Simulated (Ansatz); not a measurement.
The same calculation of AlCl₂H₃Si, SMILES [SiH3][Al]([Cl])[Cl] as a Python script and as an input file (Ansatz's Python interface).

The script, `run_energy.py`:
```python
"""Single point of AlCl2H3Si."""

import ansatz as az

GEOMETRY = """
Si   -0.38660    0.94750   -0.25470
Al    0.46380   -1.11900    0.28810
Cl    2.34180   -1.24170    1.38570
Cl   -0.52090   -2.95160   -0.30560
H    -1.69510    0.79820   -1.01520
H    -0.68800    1.77120    0.96360
H     0.54620    1.72740   -1.10760
"""


def main() -> None:
    mol = az.Crystal.molecule()
    for line in GEOMETRY.strip().splitlines():
        symbol, *xyz = line.split()
        mol = mol.atom(symbol, [float(v) for v in xyz])

    calculation = (
        mol.calculation()
        .basis(gaussian="STO-3G")
        .functional("PBE0")
        .accuracy("medium")
        .scf(lower_state_search="off")
    )
    res = calculation.run(threads=1)
    data = res.report

    print(f"E = {data['free_energy_ev']:.6f} eV = {data['free_energy_ev'] / 27.211386246:.7f} Ha")
    print("converged:", data["converged"], " doubts:", data["published_state_doubts"] or "none")


if __name__ == "__main__":
    main()
```

```console
$ python run_energy.py
E = -39116.332269 eV = -1437.4986969 Ha
converged: True  doubts: none
```

`input.yaml`:
```yaml
crystal:
  periodic: [false, false, false]
  atoms:
    - { symbol: Si, position_ang: [-0.3866, 0.9475, -0.2547] }
    - { symbol: Al, position_ang: [0.4638, -1.119, 0.2881] }
    - { symbol: Cl, position_ang: [2.3418, -1.2417, 1.3857] }
    - { symbol: Cl, position_ang: [-0.5209, -2.9516, -0.3056] }
    - { symbol: H, position_ang: [-1.6951, 0.7982, -1.0152] }
    - { symbol: H, position_ang: [-0.688, 1.7712, 0.9636] }
    - { symbol: H, position_ang: [0.5462, 1.7274, -1.1076] }
accuracy: medium
basis:
  gaussian: { orbitals: STO-3G }
hamiltonian:
  xc: pbe0
scf:
  lower_state_search: "off"
```

The program run on that file:
```console
$ ansatz run input.yaml --threads 1 --pin off --max-ram 4096MiB --backend cpu --events-out ev --progress --plain --runs-dir out
Engine: ansatz 0.2.0, aarch64-unknown-linux-gnu
Functional definition: PBE0
  parameter a = 0.25
  parameter kappa = 0.804
  parameter beta = 0.06672455060314922
  exchange = (1 - a)*pbe_x(kappa = kappa, mu = beta*pi^2/3) + a*exact_x
  correlation = pbe_c(beta = beta)
these checks for a lower state are left out or cut short: stability, starts, cluster_reference, orbital_swaps, neighbouring_geometries, increment
417 factors; integrals over basis functions are off by at most 6.4e-5 eV
mean field evaluation 1: about -39112.7711 eV, gradient 2.8e1 eV
mean field evaluation 2: about -39113.0192 eV, gradient 2.9e1 eV
mean field evaluation 4: about -39116.3442 eV, gradient 4.7e-1 eV
mean field evaluation 8: about -39116.3323 eV, gradient 7.8e-4 eV
mean field -39116.33225268 eV, -1437.4986962837 hartree, gradient 3.4e-6 eV, S^2 0.000000; 0 other end points of the search recorded, 0 dependent functions left out
reference -39116.33226901 eV, -1437.4986968838 hartree; 32, 32 occupied and 7, 7 virtual orbitals, 417 factors
Total energy: -39116.33226901 eV, -1437.4986968838 hartree
Checks for a lower state left out: stability, starts, cluster_reference, orbital_swaps, neighbouring_geometries, increment
```

Caveats:
- The settings weren't tested for convergence.
- The geometry is a force-field or estimated start, not a minimum of this method, and the basis set is short of its limit.
- Run time: 1.1 s on 1 thread of Arm Neoverse V1 (shared host), peak memory 0.14 GiB.
